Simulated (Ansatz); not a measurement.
**triplet BBrF2: levels of theory compared**

Aim: a comparison of 3 runs (UHF/3-21G, U-revPBE/aug-cc-pVDZ, UBHLYP/aug-cc-pVDZ) of triplet BBrF2. 

The results are computed with Ansatz 0.2.0.

45 further runs of the same task are left out: 3 that didn't finish, 42 set aside as unsound or not needed.

## (1) The structure to begin with

The species is BBrF2 (4 atoms), meant as a triplet with charge 0. SMILES of the parent species: `FB(F)Br`. The shape is that of a PBE0-D4/def2-TZVP optimisation. That shape belongs to the parent species and isn't relaxed for this state.

Bond lengths: F1–B2 1.309 Å, B2–F3 1.309 Å, B2–Br4 1.903 Å. Angles: F1–B2–F3 119.2°, F1–B2–Br4 120.4°, F3–B2–Br4 120.4°.

## (2) The energy at UHF/3-21G (run 1)

in.yaml

```yaml
crystal:
  periodic: [false, false, false]
  atoms:
    - {symbol: F, position_ang: [-0.215650, -1.366490, -0.109870]}
    - {symbol: B, position_ang: [-0.127940, -0.063330, -0.022770]}
    - {symbol: F, position_ang: [-1.212420, 0.659630, -0.144250]}
    - {symbol: Br, position_ang: [1.556010, 0.770190, 0.276890]}
basis:
  gaussian:
    orbitals: 3-21G-spherical.json
magnetization:
  spin_polarized: true
  initial_magnetization: 2
hamiltonian:
  xc: hf
accuracy: high
output:
  orbitals: {seedname: orbitals}
```

The basis set 3-21G is read from a file made from the Basis Set Exchange's data (not shown).

On the command line:

```bash
$ ansatz run in.yaml --threads 1 --pin off --max-ram 3480MiB --events-out events.jsonl --progress --plain --runs-dir runs
```

The program printed:

```text
Warning: RAYON_NUM_THREADS=1 ignored (pool sized by the plan → 1); use --threads N
Functional definition: HF
  name "HF"
  exchange = exact_x
  correlation = 0
865 factors; integrals over basis functions are off by at most 8.4e-9 eV
mean field evaluation 1: about -75707.2288 eV, gradient 2.2e1 eV
mean field evaluation 2: about -75707.3159 eV, gradient 2.2e1 eV
mean field evaluation 4: about -75709.7290 eV, gradient 2.0e0 eV
mean field evaluation 8: about -75709.7820 eV, gradient 3.5e-1 eV
mean field evaluation 16: about -75709.7840 eV, gradient 1.3e-7 eV
mean field evaluation 32: about -75709.7579 eV, gradient 6.3e-2 eV
mean field evaluation 64: about -75708.8383 eV, gradient 8.3e-1 eV
mean field evaluation 96: about -75701.4330 eV, gradient 7.8e0 eV
mean field evaluation 128: about -75709.7215 eV, gradient 7.8e-2 eV
mean field -75709.78403223 eV, -2782.2832452497 hartree, gradient 1.0e-8 eV, S^2 2.006903; 2 other end points of the search recorded, 0 dependent functions left out
reference -75709.78403223 eV, -2782.2832452497 hartree; 30, 28 occupied and 19, 21 virtual orbitals, 865 factors
Total energy: -75709.78403223 eV, -2782.2832452497 hartree
```

Run time: 2.7 s. Hardware: 1 thread of Arm Neoverse V1, shared host; peak memory 0.15 GiB.

## (3) A single-point energy at U-revPBE/aug-cc-pVDZ (run 2)

input.yaml

```yaml
basis:
  gaussian: {orbitals: aug-cc-pVDZ}
crystal:
  periodic: [false, false, false]
  atoms:
    - {symbol: F, position_ang: [-0.215650, -1.366490, -0.109870]}
    - {symbol: B, position_ang: [-0.127940, -0.063330, -0.022770]}
    - {symbol: F, position_ang: [-1.212420, 0.659630, -0.144250]}
    - {symbol: Br, position_ang: [1.556010, 0.770190, 0.276890]}
magnetization: {spin_polarized: true, initial_magnetization: 2}
hamiltonian: {xc: {name: revPBE}}
accuracy: high
output: {orbitals: {seedname: orbitals}}
```

On the command line:

```bash
$ ansatz run input.yaml --threads 1 --pin off --max-ram 3480MiB --events-out events.jsonl --progress --plain --runs-dir runs
```

The program printed, shortened:

```text
Warning: RAYON_NUM_THREADS=1 ignored (pool sized by the plan → 1); use --threads N
Functional definition: revPBE
  name "revPBE"
[...]
2019 factors; integrals over basis functions are off by at most 4.3e-9 eV
[...]
mean field -76145.40676885 eV, -2798.2920855448 hartree, gradient 2.0e-8 eV, S^2 2.003471; 9 other end points of the search recorded, 0 dependent functions left out
reference -76145.40677532 eV, -2798.2920857825 hartree; 30, 28 occupied and 75, 77 virtual orbitals, 2019 factors
Total energy: -76145.40677532 eV, -2798.2920857825 hartree
```

It took 77 s on 1 thread of Arm Neoverse V1, shared host; peak memory 0.37 GiB.

## (4) A single-point energy at UBHLYP/aug-cc-pVDZ (run 3)

molecule.yaml

```yaml
crystal:
  periodic: [false, false, false]
  atoms:
    - symbol: F
      position_ang: [-0.215650, -1.366490, -0.109870]
    - symbol: B
      position_ang: [-0.127940, -0.063330, -0.022770]
    - symbol: F
      position_ang: [-1.212420, 0.659630, -0.144250]
    - symbol: Br
      position_ang: [1.556010, 0.770190, 0.276890]
basis:
  gaussian: {orbitals: aug-cc-pVDZ}
magnetization: {spin_polarized: true, initial_magnetization: 2}
hamiltonian: {xc: {name: BHLYP}}
accuracy: high
output: {orbitals: {seedname: orbitals}}
```

On the command line:

```bash
$ ansatz run molecule.yaml --threads 1 --pin off --max-ram 3480MiB --events-out events.jsonl --progress --plain --runs-dir runs
```

The program printed:

```text
Warning: RAYON_NUM_THREADS=1 ignored (pool sized by the plan → 1); use --threads N
Functional definition: BHLYP
  name "BHLYP"
  parameter a = 0.5
  exchange = (1 - a)*b88_x + a*exact_x
  correlation = lyp_c
2019 factors; integrals over basis functions are off by at most 4.3e-9 eV
mean field evaluation 1: about -76146.7143 eV, gradient 3.0e1 eV
mean field evaluation 2: about -76138.8638 eV, gradient 5.3e1 eV
mean field evaluation 4: about -76150.3701 eV, gradient 1.5e0 eV
mean field evaluation 8: about -76150.6927 eV, gradient 3.3e-1 eV
mean field evaluation 16: about -76150.6955 eV, gradient 5.7e-4 eV
mean field evaluation 32: about -76150.6955 eV, gradient 1.3e-6 eV
mean field evaluation 64: about -76150.6856 eV, gradient 1.3e0 eV
mean field -76150.70206400 eV, -2798.4866840524 hartree, gradient 4.7e-8 eV, S^2 2.006366; 8 other end points of the search recorded, 0 dependent functions left out
reference -76150.70208980 eV, -2798.4866850003 hartree; 30, 28 occupied and 75, 77 virtual orbitals, 2019 factors
Total energy: -76150.70208980 eV, -2798.4866850003 hartree
```

Wall time 1.7 min (1 thread of Arm Neoverse V1, shared host); peak memory 0.58 GiB.

## (5) Overview of the runs

```tsv
run	level	energy (Eh)	HOMO energy (eV)	⟨S²⟩	wall time
1	UHF/3-21G	-2782.283245	-4.37	2.007	2.7 s
2	U-revPBE/aug-cc-pVDZ	-2798.292086	-1.37	2.003	77 s
3	UBHLYP/aug-cc-pVDZ	-2798.486685	-3.44	2.006	1.7 min
```

## (6) Results

| quantity | value |
| --- | --- |
| run 3: total energy | -2798.48669 Eh |
| run 3: HOMO energy (highest over α and β) | -3.44 eV |
| run 3: ⟨S²⟩ | 2.006 |

**Reading.** Totals of different functionals can't be ranked against each other. All runs together took 3.1 min, the longest 1.7 min.
